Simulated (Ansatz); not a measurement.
# CH4SSn: up Jacob's ladder to CCSD(T)

One table from this session's results is given with a row withheld; the runs are named, their logs left out.

Computed with Ansatz 0.2.0, Gaussian basis. Level: functionals in def2-TZVPP, the program's frozen cores in correlated methods.

Plan: LDA (SPW92), PBE-D4, revPBE-D4, BLYP-D4, r2SCAN-D4, B97M-V, PBE0-D4, B3LYP-D4, r2SCANh-D4, r2SCAN0-D4, HSE06-D4, BHLYP-D4, CAM-B3LYP-D4, LC-ωPBE, ωB97X-V, ωB97M-V, B2PLYP, PBE-QIDH; CCSD(T)/def2-SVP; CCSD(T)/def2-TZVPP; MP2/def2-QZVPP; extrapolation to the limit; RPA on PBE.

## Structure used throughout

The geometry comes from an earlier relaxation with PBE0-D4 in a triple-zeta def2 set; it is a stationary point, not always the lowest conformer. Sn takes the def2 core potential; no spin-orbit term is included.

SMILES `[CH3][Sn][SH]`, 7 atoms, charge 0, spin multiplicity 1.

Atoms are counted from 1 here; the program's logs count them from 0.

Bond lengths: C1–Sn2 2.190 Å, C1–H4 1.094 Å, C1–H5 1.093 Å, C1–H6 1.091 Å, Sn2–S3 2.432 Å, S3–H7 1.344 Å. Angles: Sn2–C1–H4 109.6°, Sn2–C1–H5 109.6°, Sn2–C1–H6 111.6°, H4–C1–H5 108.1°, H4–C1–H6 108.9°, H5–C1–H6 109.0°, C1–Sn2–S3 94.7°, Sn2–S3–H7 96.6°.

Geometry (Å):

```xyz
7
CH4SSn
C    -0.66358    0.65036   -0.27072
Sn   -0.04530   -0.07033    1.70252
S     1.62533   -1.61123    0.83757
H    -1.02927   -0.18860   -0.86930
H     0.19537    1.08762   -0.78718
H    -1.45175    1.40136   -0.19496
H     1.43040   -1.33708   -0.46362
```

Set-up of the first run:

The input, in.yaml:

```yaml
crystal:
  periodic: [false, false, false]
  atoms:
    - {symbol: C, position_ang: [-0.663578, 0.650355, -0.270725]}
    - {symbol: Sn, position_ang: [-0.045295, -0.070328, 1.702517]}
    - {symbol: S, position_ang: [1.625327, -1.611226, 0.837568]}
    - {symbol: H, position_ang: [-1.029268, -0.188604, -0.869301]}
    - {symbol: H, position_ang: [0.195366, 1.087623, -0.787181]}
    - {symbol: H, position_ang: [-1.451748, 1.401356, -0.194961]}
    - {symbol: H, position_ang: [1.430396, -1.337076, -0.463617]}
basis:
  gaussian: {orbitals: def2-TZVPP}
hamiltonian: {xc: lda}
output: {orbitals: {seedname: orbitals}}
```

Among the steps run: LDA; PBE-D4 (GGA); revPBE-D4 (GGA); BLYP-D4 (GGA); r2SCAN-D4 (meta-GGA); B97M-V (meta-GGA); PBE0-D4 (hybrid); B3LYP-D4 (hybrid); r2SCANh-D4 (hybrid); r2SCAN0-D4 (hybrid); HSE06-D4 (hybrid); BHLYP-D4 (hybrid); CAM-B3LYP-D4 (range-separated); LC-ωPBE-D4 (range-separated; the results give it without D4); ωB97X-V (range-separated); ωB97M-V (range-separated); B2PLYP (double hybrid); PBE-QIDH (double hybrid).

One of the session's tables, all rows but one given; the rest of the session is left out.

It belongs to the step «Frontier levels by functional». 

| functional | HOMO (eV) | LUMO (eV) | gap (eV) |
| --- | --- | --- | --- |
| LDA (SPW92) | -5.77 | -3.31 | 2.46 |
| PBE-D4 | -5.60 | -3.08 | 2.52 |
| revPBE-D4 | -5.54 | -2.98 | 2.55 |
| BLYP-D4 | -5.47 | -3.01 | 2.46 |
| r2SCAN-D4 | -5.83 | -2.99 | 2.84 |
| B97M-V | -5.72 | -3.02 | 2.70 |
| PBE0-D4 | -6.58 | -2.40 | 4.18 |
| B3LYP-D4 | ? | ? | ? |
| r2SCANh-D4 | -6.19 | -2.74 | 3.46 |
| r2SCAN0-D4 | -6.74 | -2.35 | 4.38 |
| HSE06-D4 | -6.19 | -2.76 | 3.43 |
| BHLYP-D4 | -7.43 | -1.68 | 5.75 |
| CAM-B3LYP-D4 | -7.80 | -1.50 | 6.30 |
| LC-ωPBE | -9.01 | -0.44 | 8.58 |
| ωB97X-V | -8.71 | -0.53 | 8.18 |
| ωB97M-V | -8.62 | -0.68 | 7.95 |

Estimate the missing values for B3LYP-D4.

Worked estimate for «HOMO (eV)». Against the share of exact exchange, BLYP-D4 (0, -5.47), BHLYP-D4 (0.5, -7.43) give a slope of -3.92 per unit share; at 0.2 the line stands at -6.25.

**Answer.** HOMO (eV): -6.41; LUMO (eV): -2.63; gap (eV): 3.78. In «HOMO (eV)» the line misses by +0.16.
